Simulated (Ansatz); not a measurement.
**CH5AsSi (SMILES C1[SiH2][AsH]1): HF/3-21G**

Aim: the electronic atomisation energy of CH5AsSi at HF/3-21G, from 5 runs. 

Program for the calculation: Ansatz 0.2.0.

78 further runs of the same task are left out: 78 set aside as unsound or not needed.

### 1 The system as given

CH5AsSi: 8 atoms, total charge 0, spin state singlet. As SMILES, `C1[SiH2][AsH]1`. Geometry: relaxed at PBE0-D4/def2-TZVP.

Bond lengths: C1–Si2 1.843 Å, C1–As3 2.046 Å, Si2–As3 2.317 Å, C1–H4 1.084 Å, C1–H5 1.086 Å, Si2–H6 1.480 Å, Si2–H7 1.479 Å, As3–H8 1.526 Å. Some angles: C1–Si2–As3 57.6°, Si2–C1–As3 72.9°, C1–As3–Si2 49.5°, C1–Si2–H6 117.5°, C1–Si2–H7 118.2°, As3–Si2–H6 118.8°, As3–Si2–H7 119.8°, Si2–C1–H4 121.0°, Si2–C1–H5 118.1°, As3–C1–H4 114.8°.

### 2 The energy at HF/3-21G

Input file input.yaml:

```yaml
basis:
  gaussian: {orbitals: 3-21G-spherical.json}
crystal:
  periodic: [false, false, false]
  atoms:
    - {symbol: C, position_ang: [-0.770300, 0.017900, -0.576000]}
    - {symbol: Si, position_ang: [0.707800, 0.663100, 0.315700]}
    - {symbol: As, position_ang: [-0.538100, -1.122700, 1.107200]}
    - {symbol: H, position_ang: [-0.667200, -0.524000, -1.509300]}
    - {symbol: H, position_ang: [-1.690700, 0.591800, -0.522300]}
    - {symbol: H, position_ang: [0.581300, 1.973900, 0.990500]}
    - {symbol: H, position_ang: [2.040800, 0.422300, -0.277100]}
    - {symbol: H, position_ang: [0.428400, -2.079400, 0.415600]}
hamiltonian: {xc: hf}
accuracy: high
output: {orbitals: {seedname: orbitals}}
```

The basis set 3-21G is read from a file made from the Basis Set Exchange's data (not shown).

Started as:

```bash
$ ansatz run input.yaml --threads 1 --pin off --max-ram 3480MiB --events-out events.jsonl --progress --plain --runs-dir runs
```

Output:

```text
Warning: RAYON_NUM_THREADS=1 ignored (pool sized by the plan → 1); use --threads N
Functional definition: HF
  name "HF"
  exchange = exact_x
  correlation = 0
1121 factors; integrals over basis functions are off by at most 4.6e-9 eV
mean field evaluation 1: about -69424.2564 eV, gradient 1.6e1 eV
mean field evaluation 2: about -69424.5434 eV, gradient 1.7e1 eV
mean field evaluation 4: about -69425.4272 eV, gradient 2.0e0 eV
mean field evaluation 8: about -69425.4422 eV, gradient 4.7e-4 eV
mean field -69425.44218538 eV, -2551.3379420579 hartree, gradient 1.3e-8 eV, S^2 0.000000; 0 other end points of the search recorded, 0 dependent functions left out
reference -69425.44218538 eV, -2551.3379420579 hartree; 29, 29 occupied and 25, 25 virtual orbitals, 1121 factors
Total energy: -69425.44218538 eV, -2551.3379420579 hartree
```

Run time: 0.81 s. Hardware: 1 thread of Arm Neoverse V1, shared host; peak memory 0.13 GiB.

### 3 The As atom

Input file input.yaml:

```yaml
crystal:
  periodic: [false, false, false]
  atoms:
    - symbol: As
      position_ang: [0.000000, 0.000000, 0.000000]
basis:
  gaussian:
    orbitals: 3-21G-spherical.json
hamiltonian:
  xc: hf
magnetization:
  spin_polarized: true
  initial_magnetization: 3
accuracy: high
```

The basis set 3-21G is read from a file made from the Basis Set Exchange's data (not shown).

Run the same way, it converges to -2223.43540 Eh (log not shown).

### 4 The C atom, same level

Input file molecule.yaml:

```yaml
crystal:
  periodic: [false, false, false]
  atoms:
    - {symbol: C, position_ang: [0.000000, 0.000000, 0.000000]}
basis:
  gaussian: {orbitals: 3-21G.json}
accuracy: high
hamiltonian: {xc: hf}
magnetization: {spin_polarized: true, initial_magnetization: 2}
```

The basis set 3-21G is read from a file made from the Basis Set Exchange's data (not shown).

Run the same way, it converges to -37.48107 Eh (log not shown).

### 5 The H atom at the same level

Input file in.yaml:

```yaml
crystal:
  periodic: [false, false, false]
  atoms:
    - {symbol: H, position_ang: [0.000000, 0.000000, 0.000000]}
basis:
  gaussian:
    orbitals: 3-21G.json
magnetization:
  spin_polarized: true
  initial_magnetization: 1
hamiltonian:
  xc: hf
accuracy: high
```

The basis set 3-21G is read from a file made from the Basis Set Exchange's data (not shown).

Run the same way, it converges to -0.49620 Eh (log not shown).

### 6 The Si atom

Input file job.yaml:

```yaml
crystal:
  periodic: [false, false, false]
  atoms:
    - {symbol: Si, position_ang: [0.000000, 0.000000, 0.000000]}
basis:
  gaussian: {orbitals: 3-21G.json}
magnetization: {spin_polarized: true, initial_magnetization: 2}
hamiltonian: {xc: hf}
accuracy: high
```

The basis set 3-21G is read from a file made from the Basis Set Exchange's data (not shown).

Started as:

```bash
$ ansatz run job.yaml --threads 1 --pin off --max-ram 3480MiB --events-out events.jsonl --progress --plain --runs-dir runs
```

Output:

```text
Warning: RAYON_NUM_THREADS=1 ignored (pool sized by the plan → 1); use --threads N
[... 4 set-up lines as earlier in the session ...]
78 factors; integrals over basis functions are off by at most 3.4e-9 eV
mean field evaluation 1: about -7818.9387 eV, gradient 2.7e0 eV
mean field evaluation 2: about -7818.9448 eV, gradient 2.7e0 eV
mean field evaluation 4: about -7819.0416 eV, gradient 1.1e-1 eV
mean field evaluation 8: about -7819.0403 eV, gradient 3.5e-8 eV
mean field evaluation 16: about -7819.0456 eV, gradient 1.7e-3 eV
mean field evaluation 32: about -7819.0403 eV, gradient 8.0e-3 eV
mean field -7819.04028989 eV, -287.3444307175 hartree, gradient 4.7e-8 eV, S^2 2.000009; 1 other end points of the search recorded, 0 dependent functions left out
reference -7819.04028989 eV, -287.3444307175 hartree; 8, 6 occupied and 5, 7 virtual orbitals, 78 factors
Total energy: -7819.04028989 eV, -287.3444307175 hartree
```

Wall time 0.06 s (1 thread of Arm Neoverse V1, shared host).

### 7 Results

Level: HF/3-21G.

| quantity | value |
| --- | --- |
| molecule: total energy | -2551.33794 Eh |
| molecule: HOMO energy | -9.02 eV |
| molecule: LUMO energy | 2.87 eV |
| molecule: HOMO–LUMO gap | 11.88 eV |
| As atom: total energy | -2223.43540 Eh |
| As atom: ⟨S²⟩ | 3.750 |
| C atom: total energy | -37.48107 Eh |
| C atom: ⟨S²⟩ | 2.001 |
| H atom: total energy | -0.49620 Eh |
| H atom: ⟨S²⟩ | 0.750 |
| Si atom: total energy | -287.34443 Eh |
| Si atom: ⟨S²⟩ | 2.000 |
| electronic atomisation energy | 16.219 eV |

**Reading.** Taking the molecule apart into free atoms costs 16.22 eV (374 kcal/mol), before zero-point energy and without spin-orbit coupling. Hartree–Fock lacks the correlation of the bonding pairs, which as a rule makes this value much too low; in minimal bases other errors can mask that. The basis has no polarisation functions, which makes bonds too weak.
